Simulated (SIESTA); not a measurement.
LiTi2O4:

```
Ti O Li
1.0
    -1.91916    2.03254    4.56069
     1.91916   -2.03254    4.56069
     1.91916    2.03254   -4.56069
Ti O Li
2 4 1
Cartesian
  0.0000 0.0000 0.9912
  1.9192 0.0000 3.5315
  1.9192 0.0000 1.3934
  0.0000 2.0325 0.9542
  0.0000 0.0000 8.1529
  0.0000 0.0000 3.1409
  0.0000 0.0000 6.1684
```

Measurements of this composition are mostly on another form, of space group No. 227.

| Item | Value |
| --- | --- |
| Program | SIESTA 5.4.2 |
| Task | single point |
| Functional | PBEsol |
| Potentials or basis | PseudoDojo 0.4 standard (PBEsol files) |
| Basis | DZP (energy shift 0.003 Ry; two zetas on semicore shells) |
| Grid cutoff | 800 Ry |
| Energy shift | 0.003 Ry |
| k mesh | 10 × 10 × 10 |
| Occupations | fermi-dirac, width 0.05 eV |
| Spin | no spin polarisation |

On this cell: pressure -3.8 GPa; largest force 0.138 eV/Å; band gap on the k mesh none (metal or under the smearing width).

The same run follows on a disturbed copy (atoms moved at random, drawn with an rms of 0.05 Å):

```
Ti O Li
1.0
    -1.91916    2.03254    4.56069
     1.91916   -2.03254    4.56069
     1.91916    2.03254   -4.56069
Ti O Li
2 4 1
Direct
  0.11404 0.11884 0.01385
  0.38017 0.89065 0.50287
  0.15786 0.65078 0.49334
  0.60181 0.09622 0.49269
  0.89162 0.89826 0.99440
  0.35271 0.34966 0.01060
  0.66384 0.66203 0.98487
```

**Question.** What does the disturbed cell give?

**Answer.** The energy (extrapolated to zero smearing) moves by +8.0 meV/atom; pressure -2.2 GPa; largest force 0.680 eV/Å; band gap on the k mesh none (metal or under the smearing width).

Forces in eV/Å, atoms in the order of the input:
```
Ti  -0.592 -0.332 -0.046
Ti   0.071  0.044  0.643
O    0.571 -0.050 -0.218
O    0.081  0.047  0.077
O    0.010  0.325 -0.446
O   -0.267 -0.190 -0.098
Li   0.128  0.157  0.088
```

Stress tensor (GPa, compression positive):
```
-2.14  0.02  0.30
 0.02 -2.82 -0.36
 0.30 -0.36 -1.64
```

Caveats: the basis of atomic orbitals isn't converged, which shifts pressures, moduli and gaps; an odd number of electrons without spin polarisation forces a metal; a magnetic or distorted state may lie lower; semilocal functionals often make such compounds metallic where correlation or magnetic order opens a gap, which also shifts bond lengths.
